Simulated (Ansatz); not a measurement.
Geometry optimisation, Ansatz, DFT PBE-D3(BJ), scalar-relativistic, plane waves, PAW.

The input (input.yaml):

```yaml
crystal:
  lattice:
    - [-4.1246, -4.1246, 0.0]
    - [4.1246, -4.1246, 0.0]
    - [0.0, 0.0, 5.2948]
  atoms:
    - { symbol: Si, position: [0.5086525, 0.5063255, -0.0042593] }
    - { symbol: Si, position: [0.0029177, 0.4999512, 0.2547312] }
    - { symbol: O, position: [0.203619, 0.5021945, 0.0049021] }
    - { symbol: O, position: [0.7942854, 0.5032875, -0.0005776] }
    - { symbol: O, position: [-0.0027535, 0.8111106, 0.2627354] }
    - { symbol: Si, position: [0.5079126, 0.505572, 0.4957941] }
    - { symbol: Si, position: [-0.0043197, 0.5041745, 0.7493371] }
    - { symbol: O, position: [0.1947156, 0.5055812, 0.5022049] }
    - { symbol: O, position: [0.0044253, 0.1939756, 0.7522914] }
    - { symbol: O, position: [0.8011756, 0.5029278, 0.4977528] }
    - { symbol: O, position: [-0.0074612, 0.806297, 0.7504924] }
    - { symbol: Si, position: [0.005932, -0.0036757, 0.0075058] }
    - { symbol: Si, position: [0.5027507, -0.0067982, 0.2472109] }
    - { symbol: O, position: [0.6841774, 0.0142699, 0.0009936] }
    - { symbol: O, position: [0.5084949, 0.6874005, 0.2533202] }
    - { symbol: O, position: [0.3047968, -0.0084153, 0.0063144] }
    - { symbol: O, position: [0.5022287, 0.2979397, 0.2483667] }
    - { symbol: Si, position: [0.0059941, 0.007455, 0.5011201] }
    - { symbol: Si, position: [0.494224, -0.005178, 0.7424738] }
    - { symbol: O, position: [0.6893735, -0.0023335, 0.510992] }
    - { symbol: O, position: [0.5070406, 0.6988406, 0.758931] }
    - { symbol: O, position: [0.2971991, -0.0017761, 0.4993208] }
    - { symbol: O, position: [0.4945576, 0.3062303, 0.7539061] }
total_charge: -2
basis:
  ecutwfc: 420.0
kpoints:
  mp_grid: { grid: [2, 2, 2] }
hamiltonian:
  xc: pbe
  dispersion: d3bj
  pseudopotentials: { kind: paw, azcp: { folder: soft_1 } }
scf:
  occupations: { method: gaussian, width: 0.02 }
  lower_state_search: "off"
relax:
  f_tol: 0.03
  max_steps: 60
  adjacent_minimum: "off"
output:
  write_density: true
  write_potential: true
  elf: true
  volumetric_format: npy
```

Launched with:

```bash
$ ansatz run input.yaml --threads 1 --pin off --max-ram 3072MiB --backend cpu --events-out ev --progress --plain --runs-dir out
```

Question: Where does it end, and by what steps?

Answer: The forces met the threshold. Limits of this set-up: coarse k mesh, charged cell in a uniform background, uncorrected. After 18 steps the energy has fallen by 3.863 eV; Si18 moved furthest, 0.78 Å. Parted: O11–Si18. Joined: Si2–Si18.

```csv
step,energy less start (eV),largest force component (eV/Å),accepted
0,0.0000,3.412,yes
1,-1.4052,2.287,yes
2,-2.3278,1.681,yes
3,-2.6296,0.530,yes
4,-2.6589,0.304,yes
5,-2.6681,0.406,yes
6,-2.6972,0.207,yes
7,-2.7022,0.071,yes
8,-2.7034,0.046,yes
9,-2.7041,0.046,yes
10,-2.7091,0.236,yes
11,-2.9106,2.151,yes
12,-3.2931,1.294,yes
13,-3.5801,1.517,yes
14,-3.5332,1.545,no
15,-3.8096,0.764,yes
16,-3.8467,0.376,yes
17,-3.8130,0.537,no
18,-3.8626,0.027,yes
```

```xyz
23
Lattice="-4.1246 -4.1246 0.0000 4.1246 -4.1246 0.0000 0.0000 0.0000 5.2948" Properties=species:S:1:pos:R:3
Si -0.016 -4.107 0.036
Si 1.998 -1.995 1.460
O 1.113 -2.775 0.059
O -1.347 -5.238 0.059
O 3.153 -3.155 1.296
Si 0.026 -4.150 2.697
Si 2.065 -2.065 4.069
O 1.268 -2.983 2.782
O 0.807 -0.806 3.905
O -1.136 -5.397 2.783
O 3.246 -3.250 4.098
Si -0.125 0.124 0.060
Si -2.060 -2.064 1.299
O -2.841 -2.854 -0.019
O 0.811 -4.933 1.334
O -1.270 -1.285 -0.020
O -0.797 -3.329 1.374
Si 0.471 -0.470 2.185
Si -2.045 -2.081 3.939
O -2.849 -2.914 2.584
O 0.829 -4.950 4.028
O -1.209 -1.279 2.585
O -0.810 -3.318 3.981
```

Whether the end is a true minimum wasn't checked by a vibrational analysis.

The run took 2.2 min on 1 thread of Arm Neoverse V2 (shared host), peak memory 0.43 GiB.
